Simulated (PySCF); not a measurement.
**C₂H₉OPSi₂: NMR shifts**

What NMR shifts should C₂H₉OPSi₂ (`O=C[SiH2]C[SiH2]P`) show?

Programs: PySCF 2.14.0, with density-fitted response routines of our own. Each step states its level of theory. These are calculated values for one molecule in the gas phase, unless marked as measured. Atoms count from 0, in the outputs and in this text.

## (1) Starting geometry

15 atoms, charge 0, multiplicity 1; geometry from: GFN2-xTB.

Bonds of the start (Å): O0–C1 1.21, C1–Si2 1.92, Si2–C3 1.89, C3–Si4 1.92, Si4–P5 2.24, C1–H6 1.11, Si2–H7 1.47, Si2–H8 1.47, C3–H9 1.09, C3–H10 1.09, Si4–H11 1.46, Si4–H12 1.48, P5–H13 1.39, P5–H14 1.39.

## (2) NMR shieldings: PBE0/pcSseg-1

Job settings and geometry (Å):

```
{"job": {"kind": "nmr", "xc": "PBE0", "basis": "pcSseg-1"}, "charge": 0, "multiplicity": 1}
O      1.047375    -0.111538     1.312978
C      1.668238     0.683530     0.647056
Si     1.210984     1.006275    -1.189179
C      0.090577    -0.449710    -1.614871
Si    -1.020088    -1.146981    -0.211078
P     -2.098680     0.520650     0.830559
H      2.496730     1.248217     1.129563
H      0.549950     2.313824    -1.219470
H      2.476099     1.035026    -1.931855
H     -0.569639    -0.165404    -2.432050
H      0.687940    -1.282135    -1.983626
H     -0.371785    -2.163402     0.611981
H     -2.101060    -1.851135    -0.936527
H     -1.191699     0.709210     1.862756
H     -2.879355    -0.338438     1.596195
```

With the program's defaults for keys left out, this is: GIAO PBE0/pcSseg-1 NMR shielding, non-relativistic, gas phase.

Launch:

```console
$ OMP_NUM_THREADS=1 python probes_run.py task.json out
```

One launch serves the whole session: the jobs run in the order shown.

The log of the run:

```text
coarse grid: 13712 points
cycle   1  E = -1076.4041902197  dE =  3.928e-01  |g| = 7.381e-01  |ddm| = 3.449e+00
cycle   2  E = -1076.0217162323  dE =  3.825e-01  |g| = 1.558e+00  |ddm| = 1.824e+00
cycle   3  E = -1076.5132535424  dE = -4.915e-01  |g| = 1.370e-01  |ddm| = 1.409e+00
cycle   4  E = -1076.5166918643  dE = -3.438e-03  |g| = 6.809e-02  |ddm| = 1.660e-01
cycle   5  E = -1076.5177938239  dE = -1.102e-03  |g| = 1.149e-02  |ddm| = 6.357e-02
cycle   6  E = -1076.5178269937  dE = -3.317e-05  |g| = 3.697e-03  |ddm| = 1.687e-02
cycle   7  E = -1076.5178302048  dE = -3.211e-06  |g| = 8.026e-04  |ddm| = 5.065e-03
final grid: 117752 points
cycle   8  E = -1076.5624211550  dE = -5.787e-06  |g| = 1.098e-02  |ddm| = 2.416e-02
cycle   9  E = -1076.5623549385  dE =  6.622e-05  |g| = 2.173e-02  |ddm| = 1.964e-02
cycle  10  E = -1076.5624436166  dE = -8.868e-05  |g| = 1.756e-03  |ddm| = 1.381e-02
cycle  11  E = -1076.5624443401  dE = -7.234e-07  |g| = 2.154e-04  |ddm| = 1.758e-03
cycle  12  E = -1076.5624443518  dE = -1.175e-08  |g| = 6.372e-05  |ddm| = 3.071e-04
cycle  13  E = -1076.5624443529  dE = -1.081e-09  |g| = 1.650e-05  |ddm| = 9.233e-05
cycle  14  E = -1076.5624443530  dE = -8.822e-11  |g| = 3.796e-06  |ddm| = 2.678e-05
converged SCF energy = -1076.5624443530

GIAO shielding tensors (ppm)
atom      isotropic    diamagn.    paramagn.     s11        s22        s33       span
  0 O     -576.901     404.191    -981.093  -1573.923   -554.232    397.450   1971.373
  1 C      -67.567     254.607    -322.174   -211.338    -90.462     99.100    310.437
  2 Si     403.391     881.433    -478.043    355.831    390.064    464.277    108.445
  3 C      202.100     257.659     -55.558    192.464    204.366    209.472     17.008
  4 Si     396.540     879.687    -483.147    352.827    388.943    447.849     95.022
  5 P      611.796     968.375    -356.579    527.460    620.774    687.153    159.693
  6 H       19.462      27.991      -8.528     14.488     20.203     23.697      9.209
  7 H       27.282      29.513      -2.230     23.817     26.359     31.671      7.854
  8 H       27.265      29.095      -1.830     23.470     25.326     33.000      9.530
  9 H       31.839      30.833       1.006     26.525     29.218     39.775     13.250
 10 H       31.877      30.889       0.988     25.673     28.988     40.969     15.295
 11 H       26.330      29.839      -3.509     22.515     24.462     32.013      9.497
 12 H       27.090      29.339      -2.250     23.117     25.726     32.426      9.309
 13 H       30.540      31.662      -1.122     25.180     28.758     37.682     12.502
 14 H       30.302      29.828       0.473     25.161     26.714     39.031     13.870
```

It took 21 s on 1 thread of Arm Neoverse V1, shared host; peak memory 0.76 GiB.

The references, computed at this level on geometries of the same kind, shield at (ppm): 1H TMS 31.72, 13C TMS 186.9, 29Si TMS 349.2, 17O H2O 336.1, 31P H3PO4 318.4. Their shielding less the atom's gives the shift. The references are single molecules in the gas phase, so shifts against H2O, NH3, PH3, H3PO4 or CFCl3 are not on the usual liquid scales and can be off by tens of ppm. Atoms listed in one row are averaged.

```tsv
atoms	environment	σ (ppm)	δ (ppm)	δ scaled to CDCl3
C1	carbonyl carbon	-67.6	254.5	246.5
C3	sp3 CH2 bonded to 2 Si	202.1	-15.2	-16.7
H6	hydrogen on a carbonyl carbon	19.46	12.25	11.66
H11, H12	hydrogen on a silicon bonded to C, P	26.71	5.01	–
H7, H8	hydrogen on a silicon bonded to 2 C	27.27	4.44	–
H13, H14	hydrogen on a phosphorus bonded to Si	30.42	1.30	–
H9, H10	hydrogen on an sp3 CH2 bonded to 2 Si	31.86	-0.14	-0.03
O0	carbonyl oxygen	-576.9	913.0	–
Si4	silicon bonded to C, P, 2 H	396.5	-47.4	–
Si2	silicon bonded to 2 C, 2 H	403.4	-54.2	–
P5	phosphorus bonded to Si, 2 H	611.8	-293.4	–
```

The scaled column applies a straight-line fit of computed shieldings to shifts measured in CDCl3 (root-mean-square error 0.16 ppm for H, 1.9 ppm for C).

Charges from the same density, by scheme (e):

```tsv
atoms	Mulliken	IAO	Hirshfeld	ESP fit
O0	-0.35	-0.36	-0.16	-0.42
C1	-0.01	0.01	0.06	0.37
Si2	0.62	0.70	0.34	0.39
C3	-0.86	-0.82	-0.25	-0.34
Si4	0.47	0.60	0.27	0.44
P5	-0.26	-0.12	-0.04	-0.42
```

Mayer bond orders: O0–C1 1.90, C1–Si2 0.83, Si2–C3 0.94, C3–Si4 0.87, Si4–P5 1.01.

## (3) Results

```
                                                              quantity                               value
                                13C shifts against TMS (PBE0/pcSseg-1)                    254.5, -15.2 ppm
1H shifts against TMS (PBE0/pcSseg-1, means over atoms taken as alike)  12.25, 5.01, 4.44, 1.30, -0.14 ppm
                                17O shifts against H2O (PBE0/pcSseg-1)                           913.0 ppm
                               29Si shifts against TMS (PBE0/pcSseg-1)                    -47.4, -54.2 ppm
                              31P shifts against H3PO4 (PBE0/pcSseg-1)                          -293.4 ppm
```

In words: At PBE0/pcSseg-1: Shielding is most anisotropic at O0 (span 1971 ppm, paramagnetic term -981 ppm).
